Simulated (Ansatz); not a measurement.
# Mg3AsPb: the cost of one run

Method: DFT PBE, scalar-relativistic, plane waves, PAW, in Ansatz 0.2.0.

2 further runs of the same task are left out: 1 that didn't finish, 1 set aside as unsound or not needed.

### 1 The system as given

It takes space group Pm-3m (No. 221, cubic). Conventional cell: a = 5.043 Å, b = 5.043 Å, c = 5.043 Å, α = 90.00°, β = 90.00°, γ = 90.00°. Mg (site symmetry 4/mmm) has 2 As at 2.52 Å as nearest neighbours. As (site symmetry m-3m) has 6 Mg at 2.52 Å as nearest neighbours. Pb (site symmetry m-3m) has 12 Mg at 3.57 Å as nearest neighbours.

As a file:

```xyz
5
Lattice="5.0427 0.0000 0.0000 0.0000 5.0427 0.0000 0.0000 0.0000 5.0427" Properties=species:S:1:pos:R:3 pbc="T T T"
Mg    2.5213    0.0000    0.0000
Mg    0.0000    2.5213    0.0000
Mg    0.0000    0.0000    2.5213
As    0.0000    0.0000    0.0000
Pb    2.5213    2.5213    2.5213
```

A structure generator made this guess: random cell by space group and Wyckoff sites (Pm-3m, No. 221). The dimensions are guesses.

### 2 A first look at the guess

Contents of input.yaml:

```yaml
crystal:
  lattice:
    - [5.04269043, 0.0, 0.0]
    - [0.0, 5.04269043, 0.0]
    - [0.0, 0.0, 5.04269043]
  atoms:
    - { symbol: Mg, position: [0.5, 0.0, 0.0] }
    - { symbol: Mg, position: [0.0, 0.5, 0.0] }
    - { symbol: Mg, position: [0.0, 0.0, 0.5] }
    - { symbol: As, position: [0.0, 0.0, 0.0] }
    - { symbol: Pb, position: [0.5, 0.5, 0.5] }
basis:
  ecutwfc: 420
kpoints:
  mp_grid: { grid: [4, 4, 4] }
hamiltonian:
  xc: pbe
scf:
  occupations: { method: gaussian, width: 0.1 }
  lower_state_search: "off"
output:
  forces: true
  stress: true
  eigenvalues: true
```

Command:

```console
ansatz run input.yaml --threads 1 --pin off --max-ram 2048MiB --backend cpu --events-out ev --progress --plain --runs-dir out
```

What time and memory should one allow on 1 thread of Arm Neoverse V2, shared host?

About 2.8 s, with a peak of 0.37 GiB.
